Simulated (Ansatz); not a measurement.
# Ga10P10 zinc blende off sphere (Ga₁₀P₁₀H₂₈): geometry, orbitals and charge

Aim: characterise Ga10P10 zinc blende off sphere (Ga₁₀P₁₀H₂₈) as a singlet: its structure, frontier levels and distribution of charge.

The runs use Ansatz 0.2.0, Gaussian basis; RKS PBE0-D4/def2-SVP.

Plan: relaxation at PBE-D4/def2-SVP; a single point at PBE0-D4/def2-SVP.

1 further run of the same task is left out (set aside as unsound or not needed).

## Step 1: The system as given

48 atoms, charge 0, spin multiplicity 1.

Atoms are counted from 1 here; the program's logs count them from 0.

Bond lengths: Ga1–P12 2.440 Å, Ga1–P13 2.426 Å, Ga1–H21 1.556 Å, Ga1–H22 1.558 Å, Ga2–P11 2.470 Å, Ga2–P15 2.425 Å, Ga2–H23 1.557 Å, Ga2–H24 1.552 Å, Ga3–P14 2.459 Å, Ga3–P16 2.408 Å, Ga3–H25 1.550 Å, Ga3–H26 1.579 Å, Ga4–P12 2.396 Å, Ga4–P17 2.456 Å, Ga4–P18 2.434 Å, Ga4–H27 1.563 Å, Ga5–P14 2.414 Å, Ga5–P17 2.487 Å and more. Angles: P12–Ga1–P13 99.4°, P12–Ga1–H21 108.5°, P12–Ga1–H22 105.7°, P13–Ga1–H21 108.0°, P13–Ga1–H22 111.5°, H21–Ga1–H22 121.5°, P11–Ga2–P15 97.2°, P11–Ga2–H23 105.0°, P11–Ga2–H24 108.1°, P15–Ga2–H23 110.7°, P15–Ga2–H24 110.0°, H23–Ga2–H24 122.5°, P14–Ga3–P16 98.4°, P14–Ga3–H25 107.1°, P14–Ga3–H26 104.1°, P16–Ga3–H25 112.4°, P16–Ga3–H26 109.1°, H25–Ga3–H26 122.4° and more.

The start is a GFN2-xTB geometry.

## Step 2: Relaxation at PBE-D4/def2-SVP

in.yaml reads:

```yaml
crystal:
  periodic: [false, false, false]
  atoms:
    - {symbol: Ga, position_ang: [-4.259170, 1.672850, -0.331760]}
    - {symbol: Ga, position_ang: [-1.925390, -2.908140, 3.236580]}
    - {symbol: Ga, position_ang: [1.449970, -3.581160, -0.144980]}
    - {symbol: Ga, position_ang: [-1.189580, 2.328360, -3.234390]}
    - {symbol: Ga, position_ang: [1.873310, -0.770770, -3.248980]}
    - {symbol: Ga, position_ang: [-0.882640, -0.509550, -0.413670]}
    - {symbol: Ga, position_ang: [-0.926520, 1.704360, 2.771490]}
    - {symbol: Ga, position_ang: [1.865350, -0.660970, 2.258820]}
    - {symbol: Ga, position_ang: [2.050340, 2.095300, -0.347710]}
    - {symbol: Ga, position_ang: [4.652630, -0.489460, -0.095700]}
    - {symbol: P, position_ang: [-2.373560, -1.753690, 1.099970]}
    - {symbol: P, position_ang: [-2.413980, 0.914240, -1.736370]}
    - {symbol: P, position_ang: [-3.008980, 2.336330, 1.638850]}
    - {symbol: P, position_ang: [0.443940, -2.023130, -1.760300]}
    - {symbol: P, position_ang: [0.343030, -2.106690, 3.544620]}
    - {symbol: P, position_ang: [3.089780, -2.095320, 0.803970]}
    - {symbol: P, position_ang: [0.304800, 0.772520, -4.407680]}
    - {symbol: P, position_ang: [0.458210, 3.406660, -1.803990]}
    - {symbol: P, position_ang: [3.226290, 0.568970, -1.781790]}
    - {symbol: P, position_ang: [0.489420, 0.875060, 1.008530]}
    - {symbol: H, position_ang: [-4.870010, 2.954770, -0.968370]}
    - {symbol: H, position_ang: [-5.127310, 0.408760, -0.057280]}
    - {symbol: H, position_ang: [-2.888710, -2.244830, 4.264080]}
    - {symbol: H, position_ang: [-1.915930, -4.436860, 2.967370]}
    - {symbol: H, position_ang: [2.094660, -4.730780, -0.960590]}
    - {symbol: H, position_ang: [0.305710, -3.832090, 0.913120]}
    - {symbol: H, position_ang: [-1.988650, 3.276080, -4.186990]}
    - {symbol: H, position_ang: [2.644460, -1.602670, -4.322420]}
    - {symbol: H, position_ang: [-1.292170, 0.466580, 3.663620]}
    - {symbol: H, position_ang: [-0.319440, 3.007060, 3.356370]}
    - {symbol: H, position_ang: [2.724860, 0.159430, 3.282390]}
    - {symbol: H, position_ang: [2.931220, 3.126980, 0.424250]}
    - {symbol: H, position_ang: [5.834250, -1.193700, -0.814360]}
    - {symbol: H, position_ang: [4.866490, 0.620180, 0.986810]}
    - {symbol: H, position_ang: [-3.290370, -2.390790, 0.272610]}
    - {symbol: H, position_ang: [-3.229920, -0.711640, 1.455450]}
    - {symbol: H, position_ang: [-2.972010, -0.009430, -2.617210]}
    - {symbol: H, position_ang: [-3.931160, 2.489730, 2.660870]}
    - {symbol: H, position_ang: [-2.851850, 3.698910, 1.428990]}
    - {symbol: H, position_ang: [-0.511610, -2.645100, -2.558410]}
    - {symbol: H, position_ang: [1.111670, -3.235940, 3.790470]}
    - {symbol: H, position_ang: [0.435000, -1.594620, 4.829240]}
    - {symbol: H, position_ang: [3.796380, -2.826740, 1.748360]}
    - {symbol: H, position_ang: [-0.467450, -0.018550, -5.245920]}
    - {symbol: H, position_ang: [0.966790, 1.443280, -5.424010]}
    - {symbol: H, position_ang: [0.998410, 4.508990, -2.448750]}
    - {symbol: H, position_ang: [-0.305180, 4.133670, -0.899750]}
    - {symbol: H, position_ang: [3.984610, 1.403550, -2.595480]}
basis:
  gaussian: {orbitals: def2-SVP, fitting: {mean_field: def2-universal-jkfit}}
hamiltonian: {xc: pbe, dispersion: d4}
scf: {lower_state_search: "off"}
output: {orbitals: {seedname: orbitals}}
relax: {f_tol: 0.03, max_steps: 70}
```

The run is started by

```bash
ansatz run in.yaml --threads 5 --pin off --events-out ev --progress --plain --max-ram 66560MiB --backend cuda --devices 0, --max-vram 37GiB
```

The log of the run, shortened:

```text
Functional definition: PBE
  name "PBE"
  cite "Perdew, Burke & Ernzerhof, Phys. Rev. Lett. 77, 3865 (1996) doi:10.1103/PhysRevLett.77.3865"
  parent pbe
[...]
4444 factors; integrals over basis functions are off by at most 3.3e-1 eV
[...]
mean field -616915.63293856 eV, -22671.2313500572 hartree, gradient 4.6e-6 eV, S^2 0.000000; 0 other end points of the search recorded, 0 dependent functions left out
[...]
reference -616915.63304485 eV, -22671.2313539632 hartree; 244, 244 occupied and 396, 396 virtual orbitals, 4444 factors
relax step   1: F+E_penalty+E_count = -616919.56835683 eV  Δ(F+E_penalty+E_count) = +0.000e0 eV  max|allowed force component| = 1.537e0 eV/Å  Δτ_max = 0.0000 Å  (19 SCF iters, accepted)
[...]
relax step   5: F+E_penalty+E_count = -616920.34379400 eV  Δ(F+E_penalty+E_count) = -2.618e-2 eV  max|allowed force component| = 3.013e-1 eV/Å  Δτ_max = 0.1949 Å  (19 SCF iters, accepted)
[...]
relax step   9: F+E_penalty+E_count = -616920.39327372 eV  Δ(F+E_penalty+E_count) = -5.397e-3 eV  max|allowed force component| = 2.574e-1 eV/Å  Δτ_max = 0.1190 Å  (19 SCF iters, accepted)
[...]
relax step  13: F+E_penalty+E_count = -616920.40558791 eV  Δ(F+E_penalty+E_count) = -1.201e-3 eV  max|allowed force component| = 3.025e-2 eV/Å  Δτ_max = 0.0554 Å  (19 SCF iters, accepted)
[...]
Atom 33 at     5.453847     0.216142     0.597995 Å, force    -0.000958    -0.000757    -0.000266 eV/Å
Atom 34 at    -2.855666    -2.933107     0.111054 Å, force     0.000419    -0.001379     0.001225 eV/Å
Atom 35 at    -3.510484    -1.157279     1.157819 Å, force    -0.005158     0.002930    -0.000657 eV/Å
Atom 36 at    -3.050726    -0.141328    -2.512609 Å, force    -0.003093    -0.000513     0.000843 eV/Å
Atom 37 at    -3.672853     3.507422     2.250700 Å, force    -0.001905    -0.000233    -0.000732 eV/Å
Atom 38 at    -2.157287     3.997575     0.815316 Å, force     0.000894    -0.002523     0.002715 eV/Å
Atom 39 at    -0.428054    -2.666039    -2.528828 Å, force     0.000541    -0.002796     0.000408 eV/Å
Atom 40 at     1.220086    -3.205179     3.954611 Å, force    -0.003448     0.000013     0.000040 eV/Å
Atom 41 at     0.284693    -1.524332     4.924097 Å, force     0.000111    -0.000403    -0.002336 eV/Å
Atom 42 at     3.835830    -2.764758     1.764549 Å, force    -0.000288    -0.000528     0.000245 eV/Å
Atom 43 at    -0.502137    -0.000756    -5.132420 Å, force    -0.001013    -0.001133    -0.000176 eV/Å
Atom 44 at     0.983397     1.560176    -5.198264 Å, force     0.000301    -0.000633    -0.001316 eV/Å
Atom 45 at     1.015561     4.266106    -2.454809 Å, force     0.001157     0.000205    -0.001378 eV/Å
Atom 46 at    -0.485255     4.329365    -0.908695 Å, force    -0.000897    -0.001258     0.000320 eV/Å
Atom 47 at     3.802090     1.601134    -2.399482 Å, force     0.000218    -0.000181     0.000953 eV/Å
Dipole moment:    -0.565453     0.659887    -0.937960 e Å
Checks for a lower state left out: stability, starts, cluster_reference, orbital_swaps, neighbouring_geometries, increment
```

It took 1.7 min on 1 × H100 (card shared with other runs) with 5 threads of AMD EPYC 7R13, shared host; peak host memory 1.3 GiB.

The steps of the relaxation:

| step | energy from step 1 (eV) | largest force component (eV/Å) |
| --- | --- | --- |
| 1 | 0.0000 | 1.5372 |
| 2 | -0.5969 | 0.4352 |
| 3 | -0.6989 | 0.0814 |
| 4 | -0.7493 | 0.0991 |
| 5 | -0.7754 | 0.3013 |
| 6 | -0.7906 | 0.2255 |
| 7 | -0.8105 | 0.1114 |
| 8 | -0.8195 | 0.1422 |
| 9 | -0.8249 | 0.2574 |
| 10 | -0.8304 | 0.2140 |
| 11 | -0.8330 | 0.1424 |
| 12 | -0.8360 | 0.0071 |
| 13 | -0.8372 | 0.0302 |
| 14 | -0.8376 | 0.0495 |
| 15 | -0.8380 | 0.0315 |
| 16 | -0.8381 | 0.0067 |

The force was under the threshold of 0.03 eV/Å already at step 12, but the program went on to step 16.

Close pairs (by a distance rule), those that changed most:

| bond | before (Å) | after (Å) | change (Å) |
| --- | --- | --- | --- |
| Ga6–P12 | 2.474 | 2.383 | -0.091 |
| Ga9–P18 | 2.525 | 2.443 | -0.082 |
| Ga6–P20 | 2.413 | 2.336 | -0.077 |
| Ga6–P14 | 2.422 | 2.350 | -0.071 |
| Ga6–P11 | 2.462 | 2.395 | -0.067 |
| Ga4–P17 | 2.456 | 2.405 | -0.051 |
| Ga9–P20 | 2.401 | 2.351 | -0.050 |
| Ga5–P17 | 2.487 | 2.438 | -0.048 |

Bonds by kind at the end (by distance):

| bond | count | shortest (Å) | longest (Å) |
| --- | --- | --- | --- |
| Ga–P | 26 | 2.336 | 2.449 |
| H–P | 14 | 1.430 | 1.434 |
| Ga–H | 14 | 1.572 | 1.591 |

## Step 3: Single point, PBE0-D4/def2-SVP

start.molden holds the orbitals of an earlier run on this state, given as this run's starting guess.

in.yaml reads:

```yaml
crystal:
  periodic: [false, false, false]
  atoms:
    - {symbol: Ga, position_ang: [-4.166650, 1.822216, -0.329028]}
    - {symbol: Ga, position_ang: [-1.806526, -3.015894, 3.141509]}
    - {symbol: Ga, position_ang: [1.544590, -3.563476, -0.145632]}
    - {symbol: Ga, position_ang: [-1.265478, 2.223869, -3.083567]}
    - {symbol: Ga, position_ang: [1.864485, -0.664911, -3.059161]}
    - {symbol: Ga, position_ang: [-0.899824, -0.585766, -0.345368]}
    - {symbol: Ga, position_ang: [-1.129556, 1.663766, 2.752870]}
    - {symbol: Ga, position_ang: [1.845361, -0.588021, 2.385048]}
    - {symbol: Ga, position_ang: [1.781474, 2.171542, -0.119578]}
    - {symbol: Ga, position_ang: [4.630809, -0.698081, -0.393567]}
    - {symbol: P, position_ang: [-2.329669, -1.950049, 1.007127]}
    - {symbol: P, position_ang: [-2.399661, 0.764838, -1.612443]}
    - {symbol: P, position_ang: [-2.767631, 2.829036, 1.373307]}
    - {symbol: P, position_ang: [0.472640, -1.972925, -1.655399]}
    - {symbol: P, position_ang: [0.387059, -2.092913, 3.615197]}
    - {symbol: P, position_ang: [3.024266, -1.975929, 0.884117]}
    - {symbol: P, position_ang: [0.282218, 0.779159, -4.224117]}
    - {symbol: P, position_ang: [0.274789, 3.357528, -1.633452]}
    - {symbol: P, position_ang: [3.026046, 0.739969, -1.556428]}
    - {symbol: P, position_ang: [0.351162, 0.757909, 1.099119]}
    - {symbol: H, position_ang: [-4.830578, 2.949562, -1.211545]}
    - {symbol: H, position_ang: [-4.968289, 0.668991, 0.397820]}
    - {symbol: H, position_ang: [-2.814464, -2.389824, 4.179431]}
    - {symbol: H, position_ang: [-1.630293, -4.548251, 2.825833]}
    - {symbol: H, position_ang: [2.312976, -4.645924, -0.996192]}
    - {symbol: H, position_ang: [0.395835, -3.923735, 0.893908]}
    - {symbol: H, position_ang: [-2.093081, 3.164191, -4.034129]}
    - {symbol: H, position_ang: [2.724772, -1.420998, -4.137770]}
    - {symbol: H, position_ang: [-1.924674, 0.416124, 3.331031]}
    - {symbol: H, position_ang: [-0.408398, 2.737300, 3.655378]}
    - {symbol: H, position_ang: [2.680231, 0.272728, 3.410514]}
    - {symbol: H, position_ang: [2.632183, 3.240751, 0.661136]}
    - {symbol: H, position_ang: [5.270824, -1.607925, -1.517032]}
    - {symbol: H, position_ang: [5.453847, 0.216142, 0.597995]}
    - {symbol: H, position_ang: [-2.855666, -2.933107, 0.111054]}
    - {symbol: H, position_ang: [-3.510484, -1.157279, 1.157819]}
    - {symbol: H, position_ang: [-3.050726, -0.141328, -2.512609]}
    - {symbol: H, position_ang: [-3.672853, 3.507422, 2.250700]}
    - {symbol: H, position_ang: [-2.157287, 3.997575, 0.815316]}
    - {symbol: H, position_ang: [-0.428054, -2.666039, -2.528828]}
    - {symbol: H, position_ang: [1.220086, -3.205179, 3.954611]}
    - {symbol: H, position_ang: [0.284693, -1.524332, 4.924097]}
    - {symbol: H, position_ang: [3.835830, -2.764758, 1.764549]}
    - {symbol: H, position_ang: [-0.502137, -0.000756, -5.132420]}
    - {symbol: H, position_ang: [0.983397, 1.560176, -5.198264]}
    - {symbol: H, position_ang: [1.015561, 4.266106, -2.454809]}
    - {symbol: H, position_ang: [-0.485255, 4.329365, -0.908695]}
    - {symbol: H, position_ang: [3.802090, 1.601134, -2.399482]}
basis:
  gaussian: {orbitals: def2-SVP, fitting: {mean_field: def2-universal-jkfit}, initial_orbitals: start.molden}
hamiltonian: {xc: pbe0, dispersion: d4}
scf: {omitted_lower_state_checks: [starts]}
output: {forces: true, orbitals: {seedname: orbitals}}
```

Same command.

The log of the run, shortened:

```text
Functional definition: PBE0
  name "PBE0"
  cite "Adamo & Barone, J. Chem. Phys. 110, 6158 (1999) doi:10.1063/1.478522"
  cite "Perdew, Burke & Ernzerhof, Phys. Rev. Lett. 77, 3865 (1996) doi:10.1103/PhysRevLett.77.3865"
  parent pbe
[...]
4444 factors; integrals over basis functions are off by at most 3.5e-1 eV
[...]
mean field -616937.15999111 eV, -22672.0224546470 hartree, gradient 6.8e-5 eV, S^2 0.000000; 0 other end points of the search recorded, 0 dependent functions left out
[...]
reference -616937.16007013 eV, -22672.0224575509 hartree; 244, 244 occupied and 396, 396 virtual orbitals, 4444 factors
Total energy: -616940.85803401 eV, -22672.1583552168 hartree
Atom 0 at    -4.166650     1.822216    -0.329028 Å, force     0.000268    -0.014074     0.021864 eV/Å
Atom 1 at    -1.806526    -3.015894     3.141509 Å, force     0.005501    -0.002397    -0.003743 eV/Å
[...]
Atom 39 at    -0.428054    -2.666039    -2.528828 Å, force     0.151438     0.111891     0.151180 eV/Å
Atom 40 at     1.220086    -3.205179     3.954611 Å, force    -0.141619     0.178003    -0.072329 eV/Å
Atom 41 at     0.284693    -1.524332     4.924097 Å, force     0.007521    -0.080447    -0.227483 eV/Å
Atom 42 at     3.835830    -2.764758     1.764549 Å, force    -0.132708     0.128757    -0.143409 eV/Å
Atom 43 at    -0.502137    -0.000756    -5.132420 Å, force     0.131313     0.114778     0.173905 eV/Å
Atom 44 at     0.983397     1.560176    -5.198264 Å, force    -0.108021    -0.125737     0.187400 eV/Å
Atom 45 at     1.015561     4.266106    -2.454809 Å, force    -0.111487    -0.173054     0.133916 eV/Å
Atom 46 at    -0.485255     4.329365    -0.908695 Å, force     0.131293    -0.185600    -0.112195 eV/Å
Atom 47 at     3.802090     1.601134    -2.399482 Å, force    -0.127787    -0.142386     0.144701 eV/Å
Dipole moment:    -0.601379     0.688299    -0.995197 e Å
Checks for a lower state left out: starts
```

Wall time 13 s (1 × H100 (card shared with other runs) with 5 threads of AMD EPYC 7R13, shared host); peak host memory 4 GiB.

Report: HOMO -6.99 eV, LUMO -1.22 eV.

Mulliken charges, from this run's orbitals:

Ga1 0.21; Ga2 0.20; Ga3 0.22; Ga4 0.36; Ga5 0.37; Ga6 0.38; Ga7 0.21; Ga8 0.35; Ga9 0.40; Ga10 0.24; P11 -0.16; P12 -0.35; P13 -0.19; P14 -0.35; P15 -0.18; P16 -0.37; P17 -0.20; P18 -0.22; P19 -0.39; P20 -0.56; H21 -0.07; H22 -0.08; H23 -0.06; H24 -0.06; H25 -0.06; H26 -0.08; H27 -0.03; H28 -0.03; H29 -0.07; H30 -0.06; H31 -0.03; H32 -0.03; H33 -0.08; H34 -0.07; H35 0.06; H36 0.09; H37 0.06; H38 0.06; H39 0.04; H40 0.05; H41 0.06; H42 0.06; H43 0.06; H44 0.07; H45 0.06; H46 0.06; H47 0.07; H48 0.06

Largest Mayer bond orders: Ga2–H24 0.96; Ga3–H25 0.96; Ga2–H23 0.95; Ga7–H29 0.95; Ga10–H34 0.95; Ga7–H30 0.95; Ga10–H33 0.95; Ga1–H22 0.95; Ga1–H21 0.95; P13–H38 0.94.

## Step 4: Results

| quantity | value |
| --- | --- |
| point group | C1 |
| commonest bond, hydrogen aside | Ga–P, 26 of mean length 2.401 Å |
| HOMO, LUMO at PBE0-D4/def2-SVP | -6.99, -1.22 eV |
| dipole at PBE-D4/def2-SVP | 6.14 D |

**Reading.** The molecule keeps its bonding pattern by the stored test; the atoms moved 0.41 Å (rms), and the angle Ga9–P19–Ga10 went from 99° to 114°. No usable vibrations, so a minimum isn't proven. Whether this spin is the lowest isn't tested here. The point group is read from a loosely relaxed geometry; soft torsions can leave it below the true symmetry.
